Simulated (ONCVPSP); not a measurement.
# Pseudopotential generation for nickel: ONCV, PBE

Task: generate the file, and judge it by its errors in other configurations, its logarithmic derivatives, its ghosts and its cutoff.

Program: ONCVPSP 4.0.1.1 (patched build). Reference atom: PBE, scalar-relativistic, spherical and spin-unpolarised. All values are calculated.

**1. The atom and the settings**

The settings as typed:

- element: nickel (Ni, Z = 28)
- type: optimised norm-conserving Vanderbilt (ONCV)
- frozen core: [Ne] 3s2
- valence charge: 16
- reference configuration: 3p6 3d8 4s2
- partial waves: 4s: rc 2.10 bohr, ncon 4, nbas 7, qcut 3.9 1/bohr, 2 projectors, debl 1.2 Ha; 3p: rc 1.10 bohr, ncon 4, nbas 7, qcut 14.1 1/bohr, 2 projectors, debl 2.6 Ha; 3d: rc 1.10 bohr, ncon 3, nbas 8, qcut 11.2 1/bohr, 1 projector
- local potential: polynomial inside 0.75 bohr (lpopt 5, dvloc0 3 Ha)
- core correction: not asked for

The nodes and maxima of the atom's own shells, from an earlier all-electron run, set the scale for the radii.

All-electron outer shells of the reference configuration (PBE, scalar-relativistic, ld1.x):

```json
{"shell": "3s", "level (eV)": "-111.06", "outermost node (bohr)": "0.30", "outermost maximum (bohr)": "0.64"}
{"shell": "3p", "level (eV)": "-71.39", "outermost node (bohr)": "0.27", "outermost maximum (bohr)": "0.65"}
{"shell": "3d", "level (eV)": "-8.87", "outermost node (bohr)": "–", "outermost maximum (bohr)": "0.63"}
{"shell": "4s", "level (eV)": "-5.64", "outermost node (bohr)": "0.92", "outermost maximum (bohr)": "2.24"}
{"shell": "4p", "level (eV)": "-1.22", "outermost node (bohr)": "1.00", "outermost maximum (bohr)": "3.17"}
```

**2. The generation run**

Contents of Ni.dat:

```
# ATOM AND REFERENCE CONFIGURATION
# atsym  z   nc   nv     iexc    psfile
  Ni 28.00    4    3        4      upf
#
#   n    l    f
    1    0    2.00
    2    0    2.00
    2    1    6.00
    3    0    2.00
    3    1    6.00
    3    2    8.00
    4    0    2.00
#
# PSEUDOPOTENTIAL AND OPTIMIZATION
# lmax
    2
#
#   l,   rc,      ep,       ncon, nbas, qcut
    0    2.10    0.00    4    7    3.90
    1    1.10    0.00    4    7   14.10
    2    1.10    0.00    3    8   11.20
#
# LOCAL POTENTIAL
# lloc, lpopt,  rc(5),   dvloc0
    4    5    0.75    3.00
#
# VANDERBILT-KLEINMAN-BYLANDER PROJECTORs
# l, nproj, debl
    0    2    1.20
    1    2    2.60
    2    1    2.90
#
# MODEL CORE CHARGE
# icmod, fcfact, rcfact
    0    0.00    0.00
#
# LOG DERIVATIVE ANALYSIS
# epsh1, epsh2, depsh
   -4.00    5.00    0.02
#
# OUTPUT GRID
# rlmax, drl
    6.00    0.01
#
# TEST CONFIGURATIONS
# ncnf
    4
# nvcnf
#   n    l    f
    3
    3    1    6.00
    3    2    8.00
    4    0    1.00
#
    3
    3    1    6.00
    3    2    8.00
    4    0    0.00
#
    3
    3    1    6.00
    3    2    7.00
    4    0    0.00
#
    3
    3    1    5.00
    3    2    8.00
    4    0    2.00
#
```

Launch:

```console
$ oncvpsp.x < Ni.dat > Ni.out
```

What does the calculation give? Wanted: cutoffs for 1 and 0.1 mHa per electron, occupied waves; bound ghosts; GHOST(+) flags; largest test error; largest phase difference near zero energy, channels read; projector energies reset by the program.

The runs gave:

```
                                                quantity                      value
  cutoffs for 1 and 0.1 mHa per electron, occupied waves           59 Ha and 168 Ha
                                            bound ghosts            s at -187.24 eV
                                          GHOST(+) flags         none at low energy
                            largest test error (AE − PS)  -204 meV, for 3p5 3d8 4s2
largest phase difference near zero energy, channels read                  0.003 rad
                 projector energies reset by the program        p: -2.623, 0.250 Ha
```

In words: A bound ghost (s) makes it unfit for use: electrons can fall into a state that the atom doesn't have. By total energies transferability is fair for so large an energy: the largest error is 204 meV on 79.5 eV, for 3p5 3d8 4s2. That test lies far up in energy; among those under 40 eV, nearer to bonding, the largest error is 29 meV. It counts as hard, with 59 Ha needed at the looser tolerance. The tighter tolerance needs 168 Ha, and converged work needs a cutoff nearer that. At the looser tolerance the 3d wave is the slowest; 3p needs 43 Ha. Near zero energy the phases of the channels with partial waves agree within 0.003 rad.
